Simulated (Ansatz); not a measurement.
# B3LYP/6-31G(d) (Cartesian functions) run of CH7FSi2 (SMILES F[SiH2]C[SiH3])

What is the energy change on altering one bond length of CH7FSi2 at B3LYP/6-31G* (Cartesian functions)? 

The calculation is run with Ansatz 0.2.0.

58 further runs of the same task are left out: 1 that didn't finish, 57 set aside as unsound or not needed.

### 1 The system as given

CH7FSi2: 11 atoms, total charge 0, spin state singlet. As SMILES, `F[SiH2]C[SiH3]`. Geometry: relaxed at PBE0-D4/def2-TZVP. This is one conformer, not always the lowest.

Bond lengths: F1–Si2 1.604 Å, Si2–C3 1.854 Å, C3–Si4 1.877 Å, Si2–H5 1.484 Å, Si2–H6 1.484 Å, C3–H7 1.097 Å, C3–H8 1.095 Å, Si4–H9 1.485 Å, Si4–H10 1.488 Å, Si4–H11 1.487 Å. Some angles: F1–Si2–C3 109.3°, Si2–C3–Si4 115.3°, F1–Si2–H5 107.5°, F1–Si2–H6 107.1°, C3–Si2–H5 110.7°, C3–Si2–H6 112.0°, Si2–C3–H7 107.4°, Si2–C3–H8 109.5°, Si4–C3–H7 108.3°, Si4–C3–H8 109.0°.

### 2 The energy at B3LYP/6-31G(d) (Cartesian functions)

input.yaml reads:

```yaml
basis:
  gaussian: {orbitals: "6-31G*"}
crystal:
  periodic: [false, false, false]
  atoms:
    - {symbol: F, position_ang: [-1.629100, 1.667400, 0.202000]}
    - {symbol: Si, position_ang: [-0.069200, 1.498400, 0.534400]}
    - {symbol: C, position_ang: [0.349200, -0.305900, 0.605500]}
    - {symbol: Si, position_ang: [-0.157200, -1.306900, -0.899700]}
    - {symbol: H, position_ang: [0.694000, 2.172900, -0.545000]}
    - {symbol: H, position_ang: [0.175700, 2.177500, 1.831400]}
    - {symbol: H, position_ang: [1.437100, -0.385200, 0.722600]}
    - {symbol: H, position_ang: [-0.101300, -0.751100, 1.498900]}
    - {symbol: H, position_ang: [-1.636400, -1.388400, -0.995700]}
    - {symbol: H, position_ang: [0.369900, -0.665700, -2.134100]}
    - {symbol: H, position_ang: [0.392600, -2.686000, -0.812200]}
hamiltonian: {xc: {name: B3LYP}}
accuracy: high
output: {orbitals: {seedname: orbitals}}
```

On the command line:

```bash
$ ansatz run input.yaml --threads 1 --pin off --max-ram 3480MiB --events-out events.jsonl --progress --plain --runs-dir runs
```

Log:

```text
Warning: RAYON_NUM_THREADS=1 ignored (pool sized by the plan → 1); use --threads N
Functional definition: B3LYP
  name "B3LYP"
  parameter a0 = 0.2
  parameter ax = 0.72
  parameter ac = 0.81
  exchange = (1 - a0 - ax)*slater_x + ax*b88_x + a0*exact_x
  correlation = (1 - ac)*vwn_rpa_c + ac*lyp_c
1894 factors; integrals over basis functions are off by at most 3.6e-9 eV
mean field evaluation 1: about -19619.6644 eV, gradient 5.1e1 eV
mean field evaluation 2: about -19615.8006 eV, gradient 6.5e1 eV
mean field evaluation 4: about -19624.8805 eV, gradient 2.8e0 eV
mean field evaluation 8: about -19625.0604 eV, gradient 1.9e-1 eV
mean field evaluation 16: about -19625.0605 eV, gradient 1.2e-5 eV
mean field -19625.06051218 eV, -721.2076714787 hartree, gradient 2.3e-8 eV, S^2 0.000000; 0 other end points of the search recorded, 0 dependent functions left out
reference -19625.06055724 eV, -721.2076731349 hartree; 25, 25 occupied and 57, 57 virtual orbitals, 1894 factors
Total energy: -19625.06055724 eV, -721.2076731349 hartree
```

Run time: 9.3 s. Hardware: 1 thread of Arm Neoverse V1, shared host; peak memory 0.29 GiB.

### 3 The distorted shape, same level

job.yaml reads:

```yaml
crystal:
  periodic: [false, false, false]
  atoms:
    - {symbol: F, position_ang: [-2.131182, 3.832571, 0.116680]}
    - {symbol: Si, position_ang: [-0.571282, 3.663571, 0.449080]}
    - {symbol: C, position_ang: [0.349200, -0.305900, 0.605500]}
    - {symbol: Si, position_ang: [-0.157200, -1.306900, -0.899700]}
    - {symbol: H, position_ang: [0.191918, 4.338071, -0.630320]}
    - {symbol: H, position_ang: [-0.326382, 4.342671, 1.746080]}
    - {symbol: H, position_ang: [1.437100, -0.385200, 0.722600]}
    - {symbol: H, position_ang: [-0.101300, -0.751100, 1.498900]}
    - {symbol: H, position_ang: [-1.636400, -1.388400, -0.995700]}
    - {symbol: H, position_ang: [0.369900, -0.665700, -2.134100]}
    - {symbol: H, position_ang: [0.392600, -2.686000, -0.812200]}
basis:
  gaussian:
    orbitals: "6-31G*"
hamiltonian:
  xc: {name: B3LYP}
accuracy: high
output: {orbitals: {seedname: orbitals}}
```

On the command line:

```bash
$ ansatz run job.yaml --threads 1 --pin off --max-ram 3480MiB --events-out events.jsonl --progress --plain --runs-dir runs
```

Log, cut to the lines that bear on the results:

```text
Warning: RAYON_NUM_THREADS=1 ignored (pool sized by the plan → 1); use --threads N
[... 7 set-up lines as earlier in the session ...]
1790 factors; integrals over basis functions are off by at most 1.1e-7 eV
mean field evaluation 1: about -19606.7292 eV, gradient 6.3e1 eV
mean field evaluation 2: about -19509.4718 eV, gradient 1.2e2 eV
mean field evaluation 4: about -19611.5844 eV, gradient 4.0e1 eV
mean field evaluation 8: about -19619.9418 eV, gradient 3.7e-1 eV
mean field evaluation 16: about -19620.1102 eV, gradient 3.9e-3 eV
mean field -19620.11024225 eV, -721.0257524144 hartree, gradient 8.3e-8 eV, S^2 0.000000; 0 other end points of the search recorded, 0 dependent functions left out
reference -19620.11029404 eV, -721.0257543177 hartree; 25, 25 occupied and 57, 57 virtual orbitals, 1790 factors
Total energy: -19620.11029404 eV, -721.0257543177 hartree
```

Wall time 7.8 s (1 thread of Arm Neoverse V1, shared host); peak memory 0.27 GiB.

### 4 Outcome

Level: B3LYP/6-31G* (Cartesian functions).

```
                                                          quantity          value
                                         first shape: total energy  -721.20767 Eh
                                          first shape: HOMO energy       -8.52 eV
                                          first shape: LUMO energy        0.45 eV
                                        first shape: HOMO–LUMO gap        8.97 eV
                                     distorted shape: total energy  -721.02575 Eh
                                      distorted shape: HOMO energy       -5.70 eV
                                      distorted shape: LUMO energy       -3.99 eV
                                    distorted shape: HOMO–LUMO gap        1.70 eV
energy change with the Si2–C3 bond stretched from 1.854 to 4.078 Å       4.950 eV
```

What this shows: One bond (distorted shape) is far stretched, which a spin-restricted single reference describes badly; a broken-symmetry solution may lie lower. With the Si2–C3 bond stretched from 1.854 to 4.078 Å the energy rises by 4.95 eV (478 kJ/mol). The first shape isn't relaxed at this level, so the change isn't measured from a minimum. A restricted reference can't describe the breaking bond well at this length.
